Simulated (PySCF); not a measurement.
# CH3NOSi: spin-spin couplings and electronic excitations at several levels of theory, part 2 of 2

PySCF 2.14.0. Atoms count from 0. The steps go on from the part before.

### 8 TDDFT and polarisability: B3LYP/def2-SVPD

The job: settings as JSON, then the geometry in Å.

```
{"job": {"kind": "uv", "xc": "B3LYP", "basis": "def2-SVPD", "ip": true}, "charge": 0, "multiplicity": 1}
N      2.546130    -0.484756     0.206930
C      1.455516    -0.110281     0.082557
Si    -0.315237     0.454143    -0.096127
O     -1.288811    -0.844504    -0.400203
H     -0.388322     1.348863    -1.272102
H     -0.639434     1.155774     1.175528
H     -1.335742    -1.548338     0.253582
```

Method: TDDFT B3LYP/def2-SVPD, vertical, gas phase, core orbitals frozen in the response.

Output:

```text
coarse grid: 6720 points
cycle   1  E = -459.0351458095  dE =  3.154e-01  |g| = 7.591e-01  |ddm| = 3.106e+00
cycle   2  E = -458.6679661754  dE =  3.672e-01  |g| = 1.529e+00  |ddm| = 1.973e+00
cycle   3  E = -459.1431183713  dE = -4.752e-01  |g| = 1.947e-01  |ddm| = 1.348e+00
cycle   4  E = -459.1482858482  dE = -5.167e-03  |g| = 1.226e-01  |ddm| = 2.257e-01
cycle   5  E = -459.1515213536  dE = -3.236e-03  |g| = 1.987e-02  |ddm| = 1.191e-01
cycle   6  E = -459.1516239397  dE = -1.026e-04  |g| = 2.581e-03  |ddm| = 2.507e-02
cycle   7  E = -459.1516257765  dE = -1.837e-06  |g| = 4.518e-04  |ddm| = 3.645e-03
final grid: 61456 points
cycle   8  E = -459.2193460810  dE = -1.097e-05  |g| = 1.379e-03  |ddm| = 2.614e-02
cycle   9  E = -459.2193459171  dE =  1.639e-07  |g| = 1.717e-03  |ddm| = 4.621e-03
cycle  10  E = -459.2193465135  dE = -5.964e-07  |g| = 7.033e-04  |ddm| = 2.120e-03
cycle  11  E = -459.2193466191  dE = -1.056e-07  |g| = 1.666e-04  |ddm| = 6.211e-04
cycle  12  E = -459.2193466236  dE = -4.511e-09  |g| = 8.712e-05  |ddm| = 1.889e-04
cycle  13  E = -459.2193466251  dE = -1.487e-09  |g| = 8.885e-06  |ddm| = 7.905e-05
cycle  14  E = -459.2193466251  dE = -1.842e-11  |g| = 2.453e-06  |ddm| = 1.428e-05
converged SCF energy = -459.2193466251

Static polarisability (au): isotropic 45.183, principal 38.813 40.421 56.314

Singlet excitations
state   eV       nm        f      main configurations
  1   6.5944    188.0   0.00156   H->L 0.80, H-1->L 0.10
  2   6.9502    178.4   0.00709   H-1->L 0.70, H->L 0.14
  3   7.1274    174.0   0.00739   H-2->L 0.65, H->L+1 0.18
  4   7.2983    169.9   0.00036   H-2->L+1 0.46, H-1->L+1 0.39
  5   7.5376    164.5   0.00054   H-3->L 0.88
  6   7.7867    159.2   0.00959   H-2->L+1 0.41, H->L+1 0.29, H-1->L+1 0.21
  7   8.1059    153.0   0.05218   H-4->L 0.80
  8   8.2631    150.0   0.05420   H-3->L+1 0.62, H->L+1 0.22
  9   8.4824    146.2   0.00735   H->L+2 0.90
 10   8.6529    143.3   0.10896   H-1->L+2 0.24, H-3->L+1 0.11, H-2->L+2 0.10

Triplet excitations (Tamm-Dancoff, eV): 5.6952 6.0881 6.2044 6.4243
Vertical ionisation energy (delta-SCF) = 11.8188 eV
Vertical electron affinity (delta-SCF) = -0.4144 eV
```

Wall time 39 s (1 thread of Arm Neoverse V1, shared host); peak memory 0.49 GiB.

Key values: HOMO -9.43 eV, LUMO -1.48 eV; lowest singlet 6.59 eV.

### 9 TDDFT and polarisability: PBE0/def2-SVPD

Same as in step 8 but for these lines:

```diff
@@ -1,2 +1,2 @@
-{"job": {"kind": "uv", "xc": "B3LYP", "basis": "def2-SVPD", "ip": true}, "charge": 0, "multiplicity": 1}
+{"job": {"kind": "uv", "xc": "PBE0", "basis": "def2-SVPD", "ip": true}, "charge": 0, "multiplicity": 1}
 N      2.546130    -0.484756     0.206930
```

Method: TDDFT PBE0/def2-SVPD, vertical, gas phase, core orbitals frozen in the response.

Output:

```text
coarse grid: 6720 points
cycle   1  E = -458.7195875091  dE =  2.953e-01  |g| = 6.940e-01  |ddm| = 3.057e+00
cycle   2  E = -458.4734255522  dE =  2.462e-01  |g| = 1.291e+00  |ddm| = 1.722e+00
cycle   3  E = -458.8115169328  dE = -3.381e-01  |g| = 1.743e-01  |ddm| = 1.140e+00
cycle   4  E = -458.8163070354  dE = -4.790e-03  |g| = 9.366e-02  |ddm| = 1.945e-01
cycle   5  E = -458.8181955568  dE = -1.889e-03  |g| = 1.347e-02  |ddm| = 9.106e-02
cycle   6  E = -458.8182429974  dE = -4.744e-05  |g| = 1.854e-03  |ddm| = 1.767e-02
cycle   7  E = -458.8182439253  dE = -9.279e-07  |g| = 3.205e-04  |ddm| = 2.732e-03
final grid: 61456 points
cycle   8  E = -458.8797359286  dE = -7.954e-06  |g| = 5.120e-03  |ddm| = 2.200e-02
cycle   9  E = -458.8797277547  dE =  8.174e-06  |g| = 8.246e-03  |ddm| = 1.141e-02
cycle  10  E = -458.8797410801  dE = -1.333e-05  |g| = 1.206e-03  |ddm| = 6.931e-03
cycle  11  E = -458.8797413918  dE = -3.117e-07  |g| = 3.556e-04  |ddm| = 1.117e-03
cycle  12  E = -458.8797414188  dE = -2.703e-08  |g| = 5.882e-05  |ddm| = 3.919e-04
cycle  13  E = -458.8797414197  dE = -8.775e-10  |g| = 7.092e-06  |ddm| = 7.328e-05
converged SCF energy = -458.8797414197

Static polarisability (au): isotropic 44.802, principal 38.420 40.051 55.936

Singlet excitations
state   eV       nm        f      main configurations
  1   6.6747    185.8   0.00147   H->L 0.74, H-1->L 0.10
  2   7.0797    175.1   0.00585   H-1->L 0.65, H->L 0.17
  3   7.2469    171.1   0.00718   H-2->L 0.61, H->L+1 0.20
  4   7.3818    168.0   0.00046   H-2->L+1 0.49, H-1->L+1 0.32
  5   7.6743    161.6   0.00040   H-3->L 0.85
  6   7.9011    156.9   0.00746   H-2->L+1 0.36, H-1->L+1 0.28, H->L+1 0.24
  7   8.2810    149.7   0.05431   H-4->L 0.80
  8   8.4219    147.2   0.06626   H-3->L+1 0.56, H->L+1 0.28
  9   8.7445    141.8   0.00928   H->L+2 0.90
 10   8.9093    139.2   0.15587   H-2->L 0.13, H-1->L+2 0.12, H-5->L 0.11

Triplet excitations (Tamm-Dancoff, eV): 5.6326 6.0809 6.1795 6.4512
Vertical ionisation energy (delta-SCF) = 11.8606 eV
Vertical electron affinity (delta-SCF) = -0.4651 eV
```

Run time: 41 s. Hardware: 1 thread of Arm Neoverse V1, shared host; peak memory 0.49 GiB.

In short: HOMO -9.65 eV, LUMO -1.24 eV; lowest singlet 6.67 eV.

### 10 Ultraviolet spectrum: BHandHLYP/def2-SVPD

Same as in step 9 but for these lines:

```diff
@@ -1,2 +1,2 @@
-{"job": {"kind": "uv", "xc": "PBE0", "basis": "def2-SVPD", "ip": true}, "charge": 0, "multiplicity": 1}
+{"job": {"kind": "uv", "xc": "BHandHLYP", "basis": "def2-SVPD", "ip": true}, "charge": 0, "multiplicity": 1}
 N      2.546130    -0.484756     0.206930
```

With the program's defaults for keys left out, this is: TDDFT BHandHLYP/def2-SVPD, vertical, gas phase, core orbitals frozen in the response.

Output:

```text
coarse grid: 6720 points
cycle   1  E = -458.9607644630  dE =  2.723e-01  |g| = 6.715e-01  |ddm| = 2.972e+00
cycle   2  E = -458.8732715465  dE =  8.749e-02  |g| = 9.548e-01  |ddm| = 1.416e+00
cycle   3  E = -459.0571212357  dE = -1.838e-01  |g| = 1.114e-01  |ddm| = 8.428e-01
cycle   4  E = -459.0589971788  dE = -1.876e-03  |g| = 6.663e-02  |ddm| = 1.327e-01
cycle   5  E = -459.0599232157  dE = -9.260e-04  |g| = 6.680e-03  |ddm| = 7.146e-02
cycle   6  E = -459.0599351490  dE = -1.193e-05  |g| = 1.244e-03  |ddm| = 1.152e-02
cycle   7  E = -459.0599356055  dE = -4.565e-07  |g| = 3.694e-04  |ddm| = 2.492e-03
final grid: 61456 points
cycle   8  E = -459.1038247354  dE = -5.283e-06  |g| = 7.957e-04  |ddm| = 2.071e-02
cycle   9  E = -459.1038248208  dE = -8.538e-08  |g| = 7.636e-04  |ddm| = 2.471e-03
cycle  10  E = -459.1038249320  dE = -1.112e-07  |g| = 2.935e-04  |ddm| = 8.691e-04
cycle  11  E = -459.1038249509  dE = -1.893e-08  |g| = 1.051e-04  |ddm| = 3.071e-04
cycle  12  E = -459.1038249534  dE = -2.470e-09  |g| = 2.432e-05  |ddm| = 1.548e-04
cycle  13  E = -459.1038249535  dE = -1.141e-10  |g| = 5.750e-06  |ddm| = 2.302e-05
converged SCF energy = -459.1038249535

Static polarisability (au): isotropic 43.270, principal 37.343 38.713 53.755

Singlet excitations
state   eV       nm        f      main configurations
  1   6.6625    186.1   0.00038   H->L 0.50, H-1->L+1 0.11
  2   7.1226    174.1   0.00167   H-1->L 0.36, H->L+1 0.25, H-1->L+1 0.09
  3   7.2081    172.0   0.00073   H-1->L+1 0.67, H->L 0.08
  4   7.7985    159.0   0.00966   H-2->L 0.71, H->L 0.12
  5   8.2530    150.2   0.00040   H-3->L 0.67, H->L 0.11
  6   8.4572    146.6   0.00347   H-2->L+1 0.37, H-3->L+1 0.35, H-4->L+1 0.14
  7   8.8927    139.4   0.05338   H-4->L 0.58
  8   9.2933    133.4   0.04161   H->L+2 0.56, H->L+1 0.09
  9   9.3880    132.1   0.24062   H->L+1 0.36, H->L+2 0.20, H-1->L 0.14
 10   9.5245    130.2   0.09388   H-1->L 0.17, H-1->L+2 0.12, H-5->L 0.10

Triplet excitations (Tamm-Dancoff, eV): 5.5131 6.0564 6.1079 6.8787
Vertical ionisation energy (delta-SCF) = 12.2018 eV
```

Run time: 35 s. Hardware: 1 thread of Arm Neoverse V1, shared host; peak memory 0.49 GiB.

Key values: HOMO -10.97 eV, LUMO -0.34 eV; lowest singlet 6.66 eV.

### 11 Ultraviolet spectrum: CAM-B3LYP/def2-SVPD

Same as in step 10 but for these lines:

```diff
@@ -1,2 +1,2 @@
-{"job": {"kind": "uv", "xc": "BHandHLYP", "basis": "def2-SVPD", "ip": true}, "charge": 0, "multiplicity": 1}
+{"job": {"kind": "uv", "xc": "CAM-B3LYP", "basis": "def2-SVPD", "ip": true}, "charge": 0, "multiplicity": 1}
 N      2.546130    -0.484756     0.206930
```

Level: TDDFT CAM-B3LYP/def2-SVPD, vertical, gas phase, core orbitals frozen in the response.

Output:

```text
coarse grid: 6720 points
cycle   1  E = -458.9510452919  dE =  2.729e-01  |g| = 7.303e-01  |ddm| = 3.035e+00
cycle   2  E = -458.8087636313  dE =  1.423e-01  |g| = 1.137e+00  |ddm| = 1.607e+00
cycle   3  E = -459.0625478641  dE = -2.538e-01  |g| = 1.110e-01  |ddm| = 9.485e-01
cycle   4  E = -459.0641327753  dE = -1.585e-03  |g| = 7.284e-02  |ddm| = 1.359e-01
cycle   5  E = -459.0652156226  dE = -1.083e-03  |g| = 8.603e-03  |ddm| = 7.438e-02
cycle   6  E = -459.0652338807  dE = -1.826e-05  |g| = 1.509e-03  |ddm| = 1.366e-02
cycle   7  E = -459.0652345905  dE = -7.097e-07  |g| = 3.500e-04  |ddm| = 3.398e-03
final grid: 61456 points
cycle   8  E = -459.1339597181  dE = -9.742e-06  |g| = 8.378e-04  |ddm| = 2.354e-02
cycle   9  E = -459.1339599039  dE = -1.859e-07  |g| = 4.381e-04  |ddm| = 3.078e-03
cycle  10  E = -459.1339599462  dE = -4.233e-08  |g| = 2.016e-04  |ddm| = 6.606e-04
cycle  11  E = -459.1339599515  dE = -5.212e-09  |g| = 1.517e-04  |ddm| = 2.459e-04
cycle  12  E = -459.1339599563  dE = -4.854e-09  |g| = 1.313e-05  |ddm| = 1.661e-04
cycle  13  E = -459.1339599563  dE = -3.672e-11  |g| = 7.946e-06  |ddm| = 1.913e-05
converged SCF energy = -459.1339599563

Static polarisability (au): isotropic 44.542, principal 38.462 39.942 55.221

Singlet excitations
state   eV       nm        f      main configurations
  1   6.7608    183.4   0.00091   H->L 0.56, H-1->L 0.10
  2   7.2101    172.0   0.00322   H-1->L 0.37, H->L+1 0.16, H-1->L+1 0.16
  3   7.3412    168.9   0.00353   H-2->L+1 0.38, H-1->L+1 0.22, H->L 0.11
  4   7.4483    166.5   0.00725   H-2->L 0.44, H-1->L 0.19, H-1->L+1 0.13
  5   7.9373    156.2   0.00032   H-3->L 0.74
  6   8.2089    151.0   0.00423   H-2->L+1 0.36, H-3->L+1 0.21, H-1->L+1 0.20
  7   8.4942    146.0   0.04758   H-4->L 0.66
  8   8.8943    139.4   0.09282   H-3->L+1 0.38, H->L+1 0.37
  9   8.9931    137.9   0.04684   H->L+2 0.68
 10   9.2207    134.5   0.13086   H-5->L 0.19, H-2->L 0.13, H->L+4 0.09

Triplet excitations (Tamm-Dancoff, eV): 5.7104 6.1728 6.2525 6.7381
Vertical ionisation energy (delta-SCF) = 12.1771 eV
Vertical electron affinity (delta-SCF) = -0.5665 eV
```

Run time: 45 s. Hardware: 1 thread of Arm Neoverse V1, shared host; peak memory 0.51 GiB.

Key values: HOMO -11.09 eV, LUMO -0.24 eV; lowest singlet 6.76 eV.

### 12 Comparing the runs: spin-spin couplings

Couplings (Hz), each a mean over the pairs like the one named, with basis size and wall time:

```csv
run,Si2–H4,O3–H6,C1–Si2,Si2–O3,C1–H4,H4–H5,O3–H4,functions,time
B3LYP/def2-TZVP,-219.8,-82.5,-57.2,-29.2,14.7,14.7,-11.1,148,12 s
B3LYP/cc-pVTZ,-205.2,-69.3,-61.6,-25.9,13.2,13.9,-10.0,166,14 s
B3LYP/6-31G*,-226.2,-83.8,-67.7,-15.2,11.7,14.4,-9.9,66,4.8 s
```

### 13 Comparing the runs: electronic excitations

Excitations and ground-state properties, with basis size and wall time:

| run | lowest singlet (eV) | brightest (eV) | f | gap (eV) | α (Å³) | μ (D) | functions | time |
| --- | --- | --- | --- | --- | --- | --- | --- | --- |
| HF/def2-SVPD | 6.17 | 10.47 | 0.307 | 14.66 | 6.14 | 3.25 | 111 | 7.9 s |
| LDA/def2-SVPD | 5.98 | 7.96 | 0.060 | 5.85 | 7.04 | 3.15 | 111 | 27 s |
| PBE/def2-SVPD | 6.09 | 8.03 | 0.071 | 5.98 | 6.94 | 3.06 | 111 | 37 s |
| B3LYP/def2-SVPD | 6.59 | 8.65 | 0.109 | 7.95 | 6.70 | 3.12 | 111 | 39 s |
| PBE0/def2-SVPD | 6.67 | 8.91 | 0.156 | 8.41 | 6.64 | 3.11 | 111 | 41 s |
| BHandHLYP/def2-SVPD | 6.66 | 9.39 | 0.241 | 10.63 | 6.41 | 3.18 | 111 | 35 s |
| CAM-B3LYP/def2-SVPD | 6.76 | 9.22 | 0.131 | 10.85 | 6.60 | 3.16 | 111 | 45 s |

### 14 Outcome

This closing draws on all 2 parts.

| quantity | value |
| --- | --- |
| largest coupling of the table (B3LYP/def2-TZVP) | 1J(Si,H) Si2–H4, -219.8 Hz |
| lowest singlet (HF/def2-SVPD) | 6.17 eV (201 nm), f = 0.000 |
| brightest single state of those computed | state 10, 10.47 eV, f = 0.307 |
| lowest triplet | 4.82 eV |
| vertical ionisation energy (ΔSCF) | 11.33 eV |
| range of J(Si2,H4), mean over like pairs | -226.2 to -205.2 Hz |
| range of the lowest singlet | 5.98 to 6.76 eV |

Single values in the summary come from the first run of each kind that ended normally (B3LYP/def2-TZVP; HF/def2-SVPD), which need not be the best level. In the run at B3LYP/def2-TZVP, the largest coupling of the table is Si2–H4 (mean over like pairs), -219.8 Hz, of which the Fermi-contact term gives -220.2 Hz. The first singlet state (HOMO−1→LUMO+3 0.17, HOMO→LUMO 0.14) lies at 6.17 eV and is dark; of the 10 states computed, the strongest absorption comes from state 10 at 10.47 eV (the last computed, so partners may be missing). The lowest triplet lies 1.35 eV below the lowest singlet (triplets in Tamm-Dancoff, singlets in full TDDFT). ΔSCF puts the ionisation energy at 11.33 eV, 1.60 eV below −ε(HOMO). The coupling Si2–H4, as a mean over pairs of its kind, runs from -226.2 Hz (B3LYP/6-31G*) to -205.2 Hz (B3LYP/cc-pVTZ). The lowest singlet runs from 5.98 eV (LDA/def2-SVPD) to 6.76 eV (CAM-B3LYP/def2-SVPD), while the orbital gap spans 5.85 to 14.66 eV: the excitation energy moves far less from run to run than the orbital gap does. The lowest state need not be the same one in every run. The runs solved for a few states only, so the brightest column depends on that window. Couplings from bases without tight functions are rough.
